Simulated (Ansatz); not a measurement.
# C2H3F3Te: a ladder of functionals and wavefunction methods

An exercise on one series of results from a longer session: the logs are not shown, and one member is left open.

Program: Ansatz 0.2.0, Gaussian basis. Level of theory: functionals in def2-TZVPP, the program's frozen cores in correlated methods. These are calculated values, not measurements.

Plan: LDA (SPW92), PBE-D4, revPBE-D4, BLYP-D4, r2SCAN-D4, B97M-V, PBE0-D4, B3LYP-D4, r2SCANh-D4, r2SCAN0-D4, HSE06-D4, BHLYP-D4, CAM-B3LYP-D4, LC-ωPBE, ωB97X-V, ωB97M-V, B2PLYP, PBE-QIDH; CCSD(T)/def2-SVP; CCSD(T)/def2-TZVPP; MP2/def2-QZVPP; extrapolation to the limit; RPA on PBE.

### The geometry

An earlier PBE0-D4 in a triple-zeta def2 set relaxation fixed the geometry. Te takes the def2 core potential; no spin-orbit term is included.

SMILES `C[Te]C(F)(F)F`, 9 atoms, charge 0, spin multiplicity 1.

Atoms are counted from 1 here; the program's logs count them from 0.

Bond lengths: C1–Te2 2.134 Å, C1–H7 1.089 Å, C1–H8 1.087 Å, C1–H9 1.087 Å, Te2–C3 2.167 Å, C3–F4 1.337 Å, C3–F5 1.335 Å, C3–F6 1.337 Å. Angles: Te2–C1–H7 106.5°, Te2–C1–H8 109.5°, Te2–C1–H9 109.5°, H7–C1–H8 109.9°, H7–C1–H9 109.9°, H8–C1–H9 111.4°, C1–Te2–C3 92.3°, Te2–C3–F4 112.4°, Te2–C3–F5 109.5°, Te2–C3–F6 112.4°, F4–C3–F5 107.8°, F4–C3–F6 106.7°, F5–C3–F6 107.8°.

Coordinates:

```mol
C2H3F3Te
  3D, bonds by distance, orders not assigned

  9  8  0  0  0  0  0  0  0  0999 V2000
   -0.3443   -1.2581    0.8956 C   0  0
    1.4520   -0.4485    0.0770 Te  0  0
    0.3872    1.1883   -0.8630 C   0  0
   -0.5256    0.7645   -1.7428 F   0  0
    1.2530    1.9664   -1.5166 F   0  0
   -0.2594    1.9518    0.0235 F   0  0
   -0.0561   -2.1492    1.4518 H   0  0
   -1.0218   -1.5286    0.0896 H   0  0
   -0.7967   -0.5332    1.5677 H   0  0
  1  2  8  0
  2  3  8  0
  3  4  8  0
  3  5  8  0
  3  6  8  0
  1  7  8  0
  1  8  8  0
  1  9  8  0
M  END
```

Set-up of the first run:

in.yaml

```yaml
crystal:
  periodic: [false, false, false]
  atoms:
    - {symbol: C, position_ang: [-0.344269, -1.258068, 0.895624]}
    - {symbol: Te, position_ang: [1.451969, -0.448520, 0.077048]}
    - {symbol: C, position_ang: [0.387211, 1.188287, -0.862962]}
    - {symbol: F, position_ang: [-0.525569, 0.764500, -1.742776]}
    - {symbol: F, position_ang: [1.253037, 1.966447, -1.516601]}
    - {symbol: F, position_ang: [-0.259379, 1.951825, 0.023475]}
    - {symbol: H, position_ang: [-0.056112, -2.149154, 1.451845]}
    - {symbol: H, position_ang: [-1.021761, -1.528567, 0.089591]}
    - {symbol: H, position_ang: [-0.796728, -0.533151, 1.567655]}
basis:
  gaussian: {orbitals: def2-TZVPP}
hamiltonian: {xc: lda}
output: {orbitals: {seedname: orbitals}}
```

Launch:

```bash
> ansatz run in.yaml --threads 4 --pin off --events-out ev --progress --plain --max-ram 10444MiB
```

Steps of the session up to this table: LDA; PBE-D4 (GGA); revPBE-D4 (GGA); BLYP-D4 (GGA); r2SCAN-D4 (meta-GGA); B97M-V (meta-GGA); B3LYP-D4 (hybrid); r2SCANh-D4 (hybrid); r2SCAN0-D4 (hybrid); HSE06-D4 (hybrid); BHLYP-D4 (hybrid); CAM-B3LYP-D4 (range-separated); LC-ωPBE (range-separated); ωB97X-V (range-separated); ωB97M-V (range-separated); B2PLYP (double hybrid); PBE-QIDH (double hybrid).

One table of the session follows, with a row left open; its other results are not shown here.

It belongs to the step «Orbital energies across the functionals». 

```
  functional  HOMO (eV)  gap (eV)
 LDA (SPW92)      -5.57      3.29
      PBE-D4      -5.40      3.34
   revPBE-D4      -5.34      3.37
     BLYP-D4          ?         ?
   r2SCAN-D4      -5.65      3.75
      B97M-V      -5.68      3.78
     PBE0-D4      -6.52      5.24
    B3LYP-D4      -6.31      4.78
  r2SCANh-D4      -6.07      4.45
  r2SCAN0-D4      -6.68      5.50
    HSE06-D4      -6.12      4.48
    BHLYP-D4      -7.50      7.03
CAM-B3LYP-D4      -7.81      7.50
     LC-ωPBE      -9.12      9.98
     ωB97X-V      -8.79      9.53
     ωB97M-V      -8.68      9.24
```

Estimate the missing values for BLYP-D4.

Worked estimate for «HOMO (eV)». Against the share of exact exchange, B3LYP-D4 (0.2, -6.31), BHLYP-D4 (0.5, -7.50) give a slope of -3.97 per unit share; at 0 the line stands at -5.52.

The run gave: HOMO (eV): -5.26; gap (eV): 3.26. In «HOMO (eV)» the line misses by -0.26.
